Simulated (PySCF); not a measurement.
# Towards the basis-set limit for GeC

Aim: bond length, wavenumber and bond energy of GeC near the limit of CCSD(T), built from two basis sets and any small corrections listed.

Program: PySCF 2.14.0. Level of theory: CCSD(T) on ROHF, scalar-relativistic core potentials. These are calculated values, not measurements.

**1. The job**

- molecule: GeC
- state: triplet, unpaired electrons σ ↑, π ↑
- smaller basis: Ge cc-pwCVDZ-PP with ECP10, C aug-cc-pVDZ
- larger basis: Ge cc-pwCVTZ-PP with ECP10, C aug-cc-pVTZ
- frozen core orbitals: 5
- extrapolation: correlation as n⁻³ (n = 2, 3), Hartree–Fock as (n+1)·exp(−9√n)
- corrections: none
- distances (Å): 1.5865, 1.6586, 1.7308, 1.8029, 1.8750, 1.9651, 2.0553
- masses (u): 73.9212, 12.0000
- dissociation limit: Ge + C

Launch:

```bash
$ OMP_NUM_THREADS=4 python comp.py task.json out
```

**2. Coupled cluster at each distance**

**Question.** What will these runs give? Wanted: for each run, Re; ωe; ωexe; αe; De.

The runs gave:

| level | Re (Å) | ωe (cm⁻¹) | ωexe (cm⁻¹) | αe (cm⁻¹) | De (eV) |
| --- | --- | --- | --- | --- | --- |
| CCSD(T), smaller basis | 1.8201 | 779.7 | 4.91 | 0.00400 | 3.443 |
| CCSD(T), larger basis | 1.8054 | 801.3 | 4.61 | 0.00384 | 3.731 |
| HF/CBS | 1.7647 | 907.4 | 5.56 | 0.00375 | 1.606 |
| MP2/CBS | 1.7874 | 860.5 | 1.32 | 0.00244 | 3.758 |
| CCSD/CBS | 1.7887 | 834.7 | 4.55 | 0.00376 | 3.486 |
| CCSD(T)/CBS | 1.8009 | 808.5 | 4.51 | 0.00379 | 3.828 |

**Reading.** The last step gives Re = 1.8009 Å, ωe = 808.5 cm⁻¹ and De = 3.828 eV; the smaller basis alone is off from it by +19.1 mÅ and -0.39 eV. Near the minimum the mean field binds by 1.59 eV and correlation adds 2.24 eV of binding. T1 is 0.041. Spin–orbit coupling and excitations beyond (T) are left out.
